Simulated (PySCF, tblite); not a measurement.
**ClH₁₃N₂Si₅: geometry, infrared bands and NMR shifts**

Wanted: the infrared bands and NMR shifts of ClH₁₃N₂Si₅ (`[SiH3]N[SiH2][SiH2]N([SiH3])[SiH2]Cl`), by calculation.

Programs: tblite 0.8.0 and PySCF 2.14.0, with density-fitted response routines of our own. Each step states its level of theory. These are calculated values for one molecule in the gas phase, unless marked as measured. Atoms count from 0, in the outputs and in this text.

### Step 1. The starting structure

21 atoms, charge 0, multiplicity 1; geometry from: force field or distance geometry start.

Bonds of the start (Å): Si0–N1 1.81, N1–Si2 1.79, Si2–Si3 2.22, Si3–N4 1.78, N4–Si5 1.79, N4–Si6 1.79, Si6–Cl7 2.10, Si0–H8 1.46, Si0–H9 1.48, Si0–H10 1.47, N1–H11 1.05, Si2–H12 1.46, Si2–H13 1.47, Si3–H14 1.49, Si3–H15 1.46, Si5–H16 1.46, Si5–H17 1.48, Si5–H18 1.46, Si6–H19 1.49, Si6–H20 1.47.

### Step 2. Optimising the geometry with GFN2-xTB

Job settings and geometry (Å):

```
{"job": {"kind": "relax", "xc": "GFN2-xTB", "basis": "xTB"}, "charge": 0, "multiplicity": 1}
Si     3.927100    -0.136400     0.369400
N      2.824800     0.703300    -0.800400
Si     1.402800    -0.315500    -1.184200
Si    -0.193800     0.214900     0.263300
N     -1.795600    -0.448500    -0.125900
Si    -2.763800     0.626500    -1.175900
Si    -2.679600    -0.626600     1.419600
Cl    -4.646200     0.083000     1.279900
H      3.364300    -1.417500     0.794500
H      4.046400     0.772700     1.530200
H      5.210600    -0.294200    -0.319900
H      2.437000     1.586400    -0.389000
H      1.038100    -0.000100    -2.564300
H      1.829100    -1.711600    -1.005900
H      0.185800    -0.352700     1.587000
H     -0.313800     1.667600     0.362900
H     -2.791400     2.015800    -0.712500
H     -4.165600     0.159500    -1.210800
H     -2.225300     0.639700    -2.527700
H     -2.045900     0.173900     2.503500
H     -2.654100    -2.013900     1.905800
```

The run is started by

```bash
$ OMP_NUM_THREADS=1 python probes_run.py task.json out
```

This one command runs all jobs of the session in turn.

**Question.** This job is followed by: GFN2-xTB harmonic vibrations, gas phase; GIAO PBE0/pcSseg-1 NMR shielding, non-relativistic, gas phase. What will the session give for the following? strongest single infrared mode (GFN2-xTB); zero-point energy (GFN2-xTB); 1H shifts against TMS (PBE0/pcSseg-1, means over atoms taken as alike); 29Si shifts against TMS (PBE0/pcSseg-1); 15N shifts against NH3 (PBE0/pcSseg-1); 35Cl shifts against HCl (PBE0/pcSseg-1); surface potential, 1st and 99th percentile.

The runs gave:

| quantity | value |
| --- | --- |
| strongest single infrared mode (GFN2-xTB) | 696 cm⁻¹, 875 km/mol |
| zero-point energy (GFN2-xTB) | 75.7 kcal/mol |
| 1H shifts against TMS (PBE0/pcSseg-1, means over atoms taken as alike) | 5.38, 5.29, 5.21, 4.74, 4.63, -0.80 ppm |
| 29Si shifts against TMS (PBE0/pcSseg-1) | -21.6, -49.5, -49.5, -53.0, -58.1 ppm |
| 15N shifts against NH3 (PBE0/pcSseg-1) | -8.2, -12.2 ppm |
| 35Cl shifts against HCl (PBE0/pcSseg-1) | 3 ppm |
| surface potential, 1st and 99th percentile | -0.47 V and 1.51 V |

What this shows: The optimisation took 282 steps and gained 1.377 eV; among the close pairs (by a distance rule), Si6–Cl7 changed most, from 2.095 to 2.004 Å. The lowest mode is slightly imaginary (5i cm⁻¹), a soft motion within the noise of the Hessian, so the minimum is not strictly shown. The strongest single mode, at 696 cm⁻¹, is spread over several atoms, H14, H15, N1, H20 among them. Unscaled tight-binding wavenumbers are off by several per cent, some by more. Its intensities can rank the bands wrongly. At PBE0/pcSseg-1: The widest tensor belongs to Cl7: span 200 ppm, with a paramagnetic part of -201 ppm. At PBE0/pcSseg-1, counted by nearest atom on the grid, the HOMO lies on N1, N4 about 25 % each; H13 8 %, the LUMO on Si2, Si3 about 14 % each; 4 H atoms about 7 % each.
